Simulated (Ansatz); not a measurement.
# C2H3AlO2: the cost of one run

Program: Ansatz 0.2.0. Level of theory: RKS PBE-D4/def2-SVP. These are calculated values, not measurements.

## (1) Starting point

Bond lengths: C1–C2 1.317 Å, C2–O3 1.489 Å, C2–Al4 1.708 Å, O3–Al4 1.678 Å, Al4–O5 1.905 Å, C1–H6 1.036 Å, C1–H7 1.132 Å, O5–H8 0.977 Å. Angles: C1–C2–O3 147.0°, C1–C2–Al4 150.0°, O3–C2–Al4 62.9°, C2–C1–H6 125.8°, C2–C1–H7 117.6°, H6–C1–H7 116.5°, C2–O3–Al4 64.9°, C2–Al4–O3 52.2°, C2–Al4–O5 156.0°, O3–Al4–O5 151.7°, Al4–O5–H8 102.9°.

Coordinates:

```xyz
8

C     1.4214    1.0404    0.4336
C     0.6988   -0.0517    0.2938
O     0.5679   -1.5077    0.5792
Al   -0.6514   -0.8575   -0.3735
O    -2.3019   -1.0010   -1.3141
H     2.2991    1.1209    0.9778
H     1.0228    1.9948   -0.0268
H    -2.9645   -0.7952   -0.6258
```

## (2) End point A

input.yaml

```yaml
crystal:
  periodic: [false, false, false]
  atoms:
    - { symbol: C, position_ang: [1.4214, 1.0404, 0.4336] }
    - { symbol: C, position_ang: [0.6988, -0.0517, 0.2938] }
    - { symbol: O, position_ang: [0.5679, -1.5077, 0.5792] }
    - { symbol: Al, position_ang: [-0.6514, -0.8575, -0.3735] }
    - { symbol: O, position_ang: [-2.3019, -1.001, -1.3141] }
    - { symbol: H, position_ang: [2.2991, 1.1209, 0.9778] }
    - { symbol: H, position_ang: [1.0228, 1.9948, -0.0268] }
    - { symbol: H, position_ang: [-2.9645, -0.7952, -0.6258] }
basis:
  gaussian: { orbitals: def2-SVP }
hamiltonian:
  xc: pbe
  dispersion: d4
relax:
  f_tol: 0.015
  max_steps: 40
```

On the command line:

```
$ ansatz run input.yaml --threads 1 --pin off --max-ram 2048MiB --backend cpu --events-out ev --progress --plain --runs-dir out
```

**Question.** How long does this run take on 1 thread of Intel Xeon at 2.50GHz (Skylake/Cascade Lake), shared host, and how much memory does it need?

About 93 s, with a peak of 0.13 GiB.
